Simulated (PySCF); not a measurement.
# BH2Br (SMILES BBr) at wB97X-V/STO-3G

What is the vertical ionisation energy of BH2Br at wB97X-V/STO-3G? The job is set up through a Python script.

Program for the calculation: PySCF 2.14.0.

5 further runs of the same task are left out: 5 set aside as unsound or not needed.

## 1. The system as given

BH2Br has 4 atoms, charge 0, and is taken as a singlet. SMILES: `BBr`. Geometry: relaxed at PBE0-D4/def2-TZVP.

Bond lengths: B1–Br2 1.891 Å, B1–H3 1.188 Å, B1–H4 1.188 Å. Angles: Br2–B1–H3 117.8°, Br2–B1–H4 117.8°, H3–B1–H4 124.3°.

## 2. The energy at wB97X-V/STO-3G

calc.py

```python
from pyscf import gto, dft

mol = gto.M(
    atom='''
B   -0.153900   0.025000  -0.096900
Br   1.470100  -0.363400   0.790800
H   -1.111200  -0.617300   0.191700
H   -0.149500   0.895400  -0.905900
''',
    basis='sto-3g',
    verbose=3,
    max_memory=1860,
)

calc0 = dft.RKS(mol, xc='wb97x-v')
calc0.grids.level = 5
calc0.conv_tol = 1e-10
calc0.nlcgrids.level = 1
calc0.kernel()
if not calc0.converged:
    calc0 = calc0.newton().run(calc0.mo_coeff, calc0.mo_occ)

energy = calc0.e_tot
print('E(%s) = %.9f' % ('WB97X-V', energy))
```

Started as:

```bash
$ OMP_NUM_THREADS=1 python calc.py
```

The log of the run:

```text
converged SCF energy = -2571.58535576058
E(WB97X-V) = -2571.585355761
```

It took 12 s on 1 thread of Intel Xeon 6975P-C (Granite Rapids), shared host; peak memory 0.22 GiB.

## 3. The doublet cation

start.xyz

```xyz
4

B     -0.153900     0.025000    -0.096900
Br     1.470100    -0.363400     0.790800
H     -1.111200    -0.617300     0.191700
H     -0.149500     0.895400    -0.905900
```

run.py

```python
from pyscf import gto, dft

mol = gto.Mole()
mol.atom = 'start.xyz'
mol.verbose = 3
mol.spin = 1
mol.charge = 1
mol.basis = 'sto-3g'
mol.max_memory = 1860
mol.build()

mf = dft.UKS(mol, xc='wb97x-v')
mf.nlcgrids.level = 1
mf.conv_tol = 1e-10
mf.grids.level = 5
mf.kernel()
if not mf.converged:
    mf = mf.newton().run(mf.mo_coeff, mf.mo_occ)

etot = mf.e_tot
print('E(%s) = %.9f' % ('WB97X-V', etot))
```

Started as:

```bash
$ OMP_NUM_THREADS=1 python run.py
```

The log of the run:

```text
converged SCF energy = -2571.24714006082  <S^2> = 0.75125793  2S+1 = 2.0012575
E(WB97X-V) = -2571.247140061
```

It took 17 s on 1 thread of Intel Xeon 6975P-C (Granite Rapids), shared host; peak memory 0.23 GiB.

## 4. Results

At wB97X-V/STO-3G:

| quantity | value |
| --- | --- |
| singlet BH2Br: total energy | -2571.58536 Eh |
| singlet BH2Br: dipole moment | 0.46 D |
| singlet BH2Br: HOMO energy | -8.07 eV |
| singlet BH2Br: LUMO energy | 3.58 eV |
| singlet BH2Br: HOMO–LUMO gap | 11.65 eV |
| doublet cation: total energy | -2571.24714 Eh |
| doublet cation: HOMO energy (highest over α and β) | -18.56 eV |
| doublet cation: LUMO energy (lowest over α and β) | -10.29 eV |
| doublet cation: ⟨S²⟩ | 0.751 |
| vertical ionisation energy (to the doublet cation) | 9.203 eV |

**Reading.** Removing an electron at fixed nuclei costs 9.20 eV (888 kJ/mol). −ε(HOMO) before ionisation, 8.07 eV, is 1.13 eV below this ionisation energy. In a minimal basis such a difference can be off by several eV, whatever the method. Mulliken charges (singlet BH2Br) run from -0.03 on H3 to +0.08 on B1. Mulliken charges (doublet cation) run from +0.09 on H3 to +0.64 on Br2; they depend strongly on the basis.
